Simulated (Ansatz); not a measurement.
**F₃H₃MoO₃: one species, many methods**

The task here is to estimate one member of a computed series from the others.

Computed with Ansatz 0.2.0, Gaussian basis. Level: functionals in def2-TZVPP, the program's frozen cores in correlated methods.

Levels to be run: LDA (SPW92), PBE-D4, revPBE-D4, BLYP-D4, r2SCAN-D4, B97M-V, PBE0-D4, B3LYP-D4, r2SCANh-D4, r2SCAN0-D4, HSE06-D4, BHLYP-D4, CAM-B3LYP-D4, LC-ωPBE, ωB97X-V, ωB97M-V, B2PLYP, PBE-QIDH; CCSD(T)/def2-SVP; MP2/def2-TZVPP; MP2/def2-QZVPP; RPA on PBE.

## Structure used throughout

All runs share one geometry, relaxed beforehand with PBE0-D4 in a triple-zeta def2 set. Mo takes the def2 core potential; no spin-orbit term is included.

SMILES `[OH][Mo]([OH])([OH])([F])([F])[F]`, 10 atoms, charge 0, spin multiplicity 1.

Atoms are counted from 1 here; the program's logs count them from 0.

Bond lengths: O1–Mo2 1.844 Å, O1–H8 0.964 Å, Mo2–O3 1.844 Å, Mo2–O4 1.846 Å, Mo2–F5 1.838 Å, Mo2–F6 1.914 Å, Mo2–F7 1.868 Å, O3–H9 0.964 Å, O4–H10 0.962 Å. Angles: Mo2–O1–H8 120.9°, O1–Mo2–O3 158.6°, O1–Mo2–O4 100.7°, O1–Mo2–F5 90.2°, O1–Mo2–F6 79.5°, O1–Mo2–F7 91.4°, O3–Mo2–O4 100.7°, O3–Mo2–F5 90.2°, O3–Mo2–F6 79.4°, O3–Mo2–F7 91.4°, O4–Mo2–F5 88.2°, O4–Mo2–F6 170.9°, O4–Mo2–F7 83.2°, F5–Mo2–F6 100.9°, F5–Mo2–F7 171.5°, F6–Mo2–F7 87.6°, Mo2–O3–H9 120.9°, Mo2–O4–H10 124.7°.

Set-up of the first run:

The input, in.yaml:

```yaml
crystal:
  periodic: [false, false, false]
  atoms:
    - {symbol: O, position_ang: [-1.677907, -0.611696, 0.416714]}
    - {symbol: Mo, position_ang: [-0.044241, 0.050370, -0.123508]}
    - {symbol: O, position_ang: [1.454390, 1.124269, -0.133031]}
    - {symbol: O, position_ang: [0.311301, -1.047344, -1.563819]}
    - {symbol: F, position_ang: [-0.886134, 1.202355, -1.282643]}
    - {symbol: F, position_ang: [-0.266938, 0.978405, 1.536060]}
    - {symbol: F, position_ang: [0.859055, -1.277537, 0.829755]}
    - {symbol: H, position_ang: [-2.080729, -0.321362, 1.242739]}
    - {symbol: H, position_ang: [1.629989, 1.735151, 0.591448]}
    - {symbol: H, position_ang: [0.784314, -1.883911, -1.510815]}
basis:
  gaussian: {orbitals: def2-TZVPP}
hamiltonian: {xc: lda}
output: {orbitals: {seedname: orbitals}}
```

Command:

```sh
> ansatz run in.yaml --threads 4 --pin off --events-out ev --progress --plain --max-ram 11315MiB
```

Steps of the session up to this table: LDA; PBE-D4 (GGA); revPBE-D4 (GGA); BLYP-D4 (GGA); r2SCAN-D4 (meta-GGA); B97M-V (meta-GGA); PBE0-D4 (hybrid); B3LYP-D4 (hybrid); r2SCANh-D4 (hybrid); r2SCAN0-D4 (hybrid); HSE06-D4 (hybrid); BHLYP-D4 (hybrid); CAM-B3LYP-D4 (range-separated); LC-ωPBE (range-separated); ωB97X-V (range-separated); ωB97M-V (range-separated); B2PLYP (double hybrid); PBE-QIDH (double hybrid).

One of the session's tables, all rows but one given; the rest of the session is left out.

It belongs to the step «Orbital energies across the functionals». 

| functional | HOMO (eV) | LUMO (eV) | gap (eV) |
| --- | --- | --- | --- |
| LDA (SPW92) | -8.36 | -4.89 | 3.48 |
| PBE-D4 | -8.12 | -4.65 | 3.47 |
| revPBE-D4 | -8.03 | -4.55 | 3.48 |
| BLYP-D4 | -8.05 | -4.60 | 3.46 |
| r2SCAN-D4 | ? | ? | ? |
| B97M-V | -8.67 | -4.75 | 3.92 |
| PBE0-D4 | -9.93 | -4.11 | 5.83 |
| B3LYP-D4 | -9.67 | -4.34 | 5.33 |
| r2SCANh-D4 | -9.24 | -4.52 | 4.72 |
| r2SCAN0-D4 | -10.25 | -4.16 | 6.09 |
| HSE06-D4 | -9.52 | -4.48 | 5.04 |
| BHLYP-D4 | -11.68 | -3.42 | 8.26 |
| CAM-B3LYP-D4 | -11.44 | -3.08 | 8.36 |
| LC-ωPBE | -12.73 | -1.87 | 10.85 |
| ωB97X-V | -12.40 | -1.95 | 10.45 |
| ωB97M-V | -12.35 | -1.97 | 10.39 |

Q: Estimate the row for r2SCAN-D4 from the others.

Worked estimate for «HOMO (eV)». Against the share of exact exchange, r2SCANh-D4 (0.1, -9.24), r2SCAN0-D4 (0.25, -10.25) give a slope of -6.73 per unit share; at 0 the line stands at -8.57.

As computed: HOMO (eV): -8.56; LUMO (eV): -4.75; gap (eV): 3.82. In «HOMO (eV)» the line misses by -0.01.
